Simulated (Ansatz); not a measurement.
# ClGe2H5O: the cost of one run

All numbers below are computed with Ansatz 0.2.0 (RKS PBE-D4/def2-SVP).

## Step 1: The system as given

Bond lengths: Ge1–O2 1.770 Å, O2–H3 1.010 Å, Ge1–Ge4 2.400 Å, Ge4–H5 1.550 Å, Ge4–H6 1.550 Å, Ge4–H7 1.550 Å, Ge1–H8 1.549 Å, Ge1–Cl9 2.218 Å. Angles: Ge1–O2–H3 109.5°, O2–Ge1–Ge4 109.4°, O2–Ge1–H8 109.5°, O2–Ge1–Cl9 109.5°, Ge4–Ge1–H8 109.5°, Ge4–Ge1–Cl9 109.5°, H8–Ge1–Cl9 109.5°, Ge1–Ge4–H5 109.5°, Ge1–Ge4–H6 109.5°, Ge1–Ge4–H7 109.5°, H5–Ge4–H6 109.4°, H5–Ge4–H7 109.4°, H6–Ge4–H7 109.4°.

As a file:

```xyz
9

Ge    0.0000    0.0000    0.0000
O     0.0000    0.0000    1.7700
H    -0.9095   -0.2814    2.1071
Ge    2.2632    0.0000   -0.7992
H     2.7487   -1.4611   -0.9782
H     2.3309    0.7367   -2.1612
H     3.1736    0.7244    0.2250
H    -0.7300    1.2648   -0.5162
Cl   -1.0456   -1.8115   -0.7393
```

## Step 2: Preparing the start

Contents of input.yaml:

```yaml
crystal:
  periodic: [false, false, false]
  atoms:
    - { symbol: Ge, position_ang: [0.0, 0.0, 0.0] }
    - { symbol: O, position_ang: [0.0, 0.0, 1.77] }
    - { symbol: H, position_ang: [-0.9095, -0.2814, 2.1071] }
    - { symbol: Ge, position_ang: [2.2632, 0.0, -0.7992] }
    - { symbol: H, position_ang: [2.7487, -1.4611, -0.9782] }
    - { symbol: H, position_ang: [2.3309, 0.7367, -2.1612] }
    - { symbol: H, position_ang: [3.1736, 0.7244, 0.225] }
    - { symbol: H, position_ang: [-0.73, 1.2648, -0.5162] }
    - { symbol: Cl, position_ang: [-1.0456, -1.8115, -0.7393] }
basis:
  gaussian: { orbitals: def2-SVP }
hamiltonian:
  xc: pbe
  dispersion: d4
relax:
  f_tol: 0.02
  max_steps: 40
output:
  orbitals: {}
```

The run is started by

```sh
> ansatz run input.yaml --threads 2 --pin off --max-ram 3072MiB --backend cpu --events-out ev --progress --plain --runs-dir out
```

What time and memory should one allow on 2 threads of Arm Neoverse V1, shared host?

About 34 s, with a peak of 0.18 GiB.
